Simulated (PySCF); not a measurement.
# A diatomic session: BiSe−

An exercise on one series of results from a longer session: the logs are not shown, and one member is left open.

Program: PySCF 2.14.0. Level of theory: Bi aug-cc-pVDZ-PP with ECP60, Se aug-cc-pVDZ-PP with ECP10, scalar-relativistic core potentials. These are calculated values, not measurements.

The first run:

Settings of the job:

```json
{
  "atoms": "Bi, Se",
  "charge": "-1",
  "basis": "Bi aug-cc-pVDZ-PP with ECP60, Se aug-cc-pVDZ-PP with ECP10",
  "Hamiltonian": "scalar-relativistic core potentials",
  "basis functions": "64",
  "electrons treated": "48",
  "masses in u": "208.9804, 79.9165",
  "levels": "PBE0, PBE, r²SCAN, PBEsol, MN15, revPBE, LC-ωPBE, HF, MP2, SCS-MP2, CCSD, CCSD(T)",
  "grid": "80 radial by 434 angular points",
  "occupations": "held fixed by the projection of orbital angular momentum",
  "dissociation limit": "Bi + Se−, each in its ground configuration",
  "starting distance in angstrom": "2.675",
  "values of 2S to try": "0, 2, 4"
}
```

Among the steps run: Set-up; PBE0 along the bond; Other states along the same grid; PBE (GGA); r²SCAN (meta-GGA); PBEsol (GGA); MN15; revPBE (GGA); LC-ωPBE (range-separated hybrid); UHF (mean field); Correlated methods on the Hartree–Fock reference.

One of the session's tables, all rows but one given; the rest of the session is left out.

Differences from CCSD(T) in the same basis:

```
   level  Re (mÅ)  ωe (%)
     UHF        ?       ?
UHF-CCSD       -9    +0.9
     PBE       -7    -0.3
  PBEsol      -31    +3.2
  revPBE       +4    -1.9
  r²SCAN      -29    +4.0
    PBE0      -41    +6.3
    MN15      -35    +5.2
 LC-ωPBE      -79   +13.4
```

Estimate the missing values for UHF.

**Answer.** Re (mÅ): -27; ωe (%): +1.7. In the column «Re (mÅ)» it lies between r²SCAN (-29) and UHF-CCSD (-9).
